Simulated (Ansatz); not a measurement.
**Ti3Sb4: from a guess to a relaxed structure**

Aim: relax a trial structure of Ti3Sb4 and see where it ends.

Method: DFT PBE, scalar-relativistic, plane waves, PAW, in Ansatz 0.2.0.

### 1 The system as given

The structure is cubic, space group Im-3m (No. 229). The conventional cell has a = 6.999 Å, b = 6.999 Å, c = 6.999 Å, α = 90.00°, β = 90.00°, γ = 90.00°. Ti (site symmetry 4/mmm) has 8 Sb at 3.03 Å as nearest neighbours. Sb (site symmetry -3m) has 6 Ti at 3.03 Å as nearest neighbours.

Coordinates:

```cif
data_structure
_symmetry_space_group_name_H-M 'Im-3m'
_symmetry_Int_Tables_number 229
_cell_length_a 6.9990
_cell_length_b 6.9990
_cell_length_c 6.9990
_cell_angle_alpha 90.000
_cell_angle_beta 90.000
_cell_angle_gamma 90.000
_cell_volume 342.85
loop_
_atom_site_label
_atom_site_type_symbol
_atom_site_symmetry_multiplicity
_atom_site_Wyckoff_symbol
_atom_site_fract_x
_atom_site_fract_y
_atom_site_fract_z
_atom_site_occupancy
Ti1 Ti 6 b 0.50000 0.00000 0.00000 1
Sb1 Sb 8 c 0.25000 0.25000 0.25000 1
```

Recipe of the guess: random cell by space group and Wyckoff sites (Im-3m, No. 229). Lengths come from tabulated atomic sizes and are only a guess.

### 2 Probe: one point on a coarse mesh

input.yaml reads:

```yaml
crystal:
  lattice:
    - [-3.49948367, 3.49948367, 3.49948367]
    - [3.49948367, -3.49948367, 3.49948367]
    - [3.49948367, 3.49948367, -3.49948367]
  atoms:
    - { symbol: Ti, position: [0.0, 0.5, 0.5] }
    - { symbol: Ti, position: [0.5, 0.0, 0.5] }
    - { symbol: Ti, position: [0.5, 0.5, 0.0] }
    - { symbol: Sb, position: [0.5, 0.5, 0.5] }
    - { symbol: Sb, position: [0.0, 0.0, 0.5] }
    - { symbol: Sb, position: [0.0, 0.5, 0.0] }
    - { symbol: Sb, position: [0.5, 0.0, 0.0] }
basis:
  ecutwfc: 420
kpoints:
  mp_grid: { grid: [4, 4, 4] }
hamiltonian:
  xc: pbe
scf:
  occupations: { method: gaussian, width: 0.1 }
  lower_state_search: "off"
output:
  forces: true
  stress: true
  eigenvalues: true
```

Command:

```console
$ ansatz run input.yaml --threads 1 --pin off --max-ram 2048MiB --backend cpu --events-out ev --progress --plain --runs-dir out
```

Further runs follow: a loose first relaxation; relaxation on the finer mesh.

**Question.** What will these runs give? Wanted: conventional cell; volume; energy over the elements; gap on the mesh.

**Answer**, as computed:

```
                              quantity                                                                      value
symmetry at the end (tolerance 0.05 Å)                                                space group Im-3m (No. 229)
                     conventional cell  a = 6.800 Å, b = 6.800 Å, c = 6.800 Å, α = 90.00°, β = 90.00°, γ = 90.00°
                                volume                                                              22.46 Å³/atom
              energy over the elements                                                              -0.09 eV/atom
                       gap on the mesh                                                               none (metal)
```

The space group Im-3m (No. 229) is kept, and the volume per atom shrinks by 8.3 % from the first guess. It lies below the elements, which doesn't yet make it stable: competing phases were not computed in this session. No finished test with a distortion of lower symmetry is shown, so the end may be a saddle point. Spin-orbit coupling is left out for Sb.
